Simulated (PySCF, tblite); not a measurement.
**C5H4BF3: geometry, infrared bands and NMR shifts**

Wanted: the infrared bands and NMR shifts of C5H4BF3 (`FC/C=C/C#CB(F)F`), by calculation.

Programs: tblite 0.8.0 and PySCF 2.14.0, with density-fitted response routines of our own. Each step states its level of theory. These are calculated values for one molecule in the gas phase, unless marked as measured. Atoms are numbered from 0 throughout.

**1. Starting geometry**

13 atoms, charge 0, multiplicity 1; geometry from: force field or distance geometry start.

Bonds of the start (Å): F0–C1 1.37, C1–C2 1.51, C2–C3 1.32, C3–C4 1.43, C4–C5 1.20, C5–B6 1.54, B6–F7 1.45, B6–F8 1.44, C1–H9 1.12, C1–H10 1.11, C2–H11 1.08, C3–H12 1.09.

**2. Geometry optimisation with GFN2-xTB**

The job: settings as JSON, then the geometry in Å.

```
{"job": {"kind": "relax", "xc": "GFN2-xTB", "basis": "xTB"}, "charge": 0, "multiplicity": 1}
F     -3.213200    -0.526400    -0.763900
C     -2.756200     0.058300     0.392700
C     -1.282900     0.350100     0.274000
C     -0.402700    -0.614600     0.082300
C      0.998300    -0.325000    -0.022100
C      2.169300    -0.073800    -0.133100
B      3.669200     0.248900    -0.262500
F      4.617500    -0.808100    -0.530300
F      4.130800     1.608800    -0.157800
H     -2.926200    -0.639300     1.258600
H     -3.313000     0.992800     0.588100
H     -0.968200     1.382500     0.334600
H     -0.727100    -1.653800     0.043200
```

Launch:

```sh
$ OMP_NUM_THREADS=1 python probes_run.py task.json out
```

One launch serves the whole session: the jobs run in the order shown.

**Question.** This job is followed by: GFN2-xTB harmonic vibrations, gas phase; GIAO PBE0/pcSseg-1 NMR shielding, non-relativistic, gas phase. What will the session give for the following? strongest single infrared mode (GFN2-xTB); zero-point energy (GFN2-xTB); 13C shifts against TMS (PBE0/pcSseg-1); 1H shifts against TMS (PBE0/pcSseg-1, means over atoms taken as alike); 19F shifts against CFCl3 (PBE0/pcSseg-1, means over atoms taken as alike); 11B shifts against BF3·OEt2 (PBE0/pcSseg-1).

As calculated:

```
                                                                 quantity                                value
                                strongest single infrared mode (GFN2-xTB)                1331 cm⁻¹, 588 km/mol
                                             zero-point energy (GFN2-xTB)                        50.0 kcal/mol
                                   13C shifts against TMS (PBE0/pcSseg-1)  159.4, 113.3, 108.8, 94.0, 86.7 ppm
   1H shifts against TMS (PBE0/pcSseg-1, means over atoms taken as alike)                 6.75, 6.26, 5.49 ppm
19F shifts against CFCl3 (PBE0/pcSseg-1, means over atoms taken as alike)                    -73.7, -259.2 ppm
                              11B shifts against BF3·OEt2 (PBE0/pcSseg-1)                             16.3 ppm
```

Over 79 steps the energy fell by 0.722 eV; of the close pairs, B6–F7 changed most, 1.445 to 1.319 Å. No mode is imaginary among the 33: a minimum at this level. The strongest single mode, at 1331 cm⁻¹, has its largest shares on B6, C4 and C5 (the list is cut at 3 atoms). GFN2-xTB is a fitted tight-binding method: band positions and strengths are rough. Its intensities can rank the bands wrongly.
